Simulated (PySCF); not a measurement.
**ZnN: from the state search to spectroscopic constants**

Aim: find the lowest electronic state of ZnN, scan its bond at several levels of theory, and get bond length, wavenumber and dissociation energy from each curve.

The runs use PySCF 2.14.0; Zn x2c-TZVPPall, N x2c-TZVPPall, spin-free X2C with a Gaussian nucleus.

1 further run of the same task is left out (set aside as unsound or not needed).

### 1 Input

The job is set up so:

```
atoms                         : Zn, N
charge                        : 0
basis                         : Zn x2c-TZVPPall, N x2c-TZVPPall
Hamiltonian                   : spin-free X2C with a Gaussian nucleus
basis functions               : 95
electrons treated             : 37
masses in u                   : 63.9291, 14.0031
levels                        : PBE0, PBE, r²SCAN, TPSS, BLYP, M06, PW91, ωB97X
grid                          : 80 radial by 434 angular points
occupations                   : held fixed by the projection of orbital angular momentum
dissociation limit            : Zn + N, each in its ground configuration
starting distance in angstrom : 1.845
values of 2S to try           : 1, 3
```

The run is started by

```bash
OMP_NUM_THREADS=1 python dia.py task.json out
```

After this run come: First curve: PBE0; Excited determinants; PBE; r²SCAN (meta-GGA); TPSS (meta-GGA); BLYP (GGA); M06; PW91 (GGA); ωB97X (range-separated hybrid).

What does the calculation give? Wanted: for each run, Re; ωe; De; μ.

**Answer**, as computed:

Lowest PBE0 solution found, without spin–orbit coupling: ⁴Σ⁻ (quartet), unpaired electrons σ ↑, π ↑↑. State 2 has its PBE0 minimum 0.40 eV higher, as a spin-mixed determinant (⟨S²⟩ = 1.76), so this is no gap between pure states. State 3 has its PBE0 minimum 0.83 eV higher. The other levels ran on the lowest alone.

```tsv
level	Re (Å)	ωe (cm⁻¹)	De (eV)	μ (D)
PBE	2.031	353	0.53	-1.22
PW91	2.029	354	0.54	-1.22
BLYP	2.085	307	0.389	-1.20
TPSS	2.009	381	0.52	-1.34
r²SCAN	2.008	366	0.454	-1.24
PBE0	2.030	348	0.327	-1.39
ωB97X	2.097	245.3	0.130	-1.10
```

De is counted to Zn + N in their ground configurations. A positive dipole means Zn(−)N(+). No constants: M06 (no minimum is bracketed among the points kept).

What this shows: Bond lengths run from 2.008 Å (r²SCAN) to 2.097 Å (ωB97X). Among the levels with a De in the table, it runs from 0.130 eV (ωB97X) to 0.54 eV (PW91).
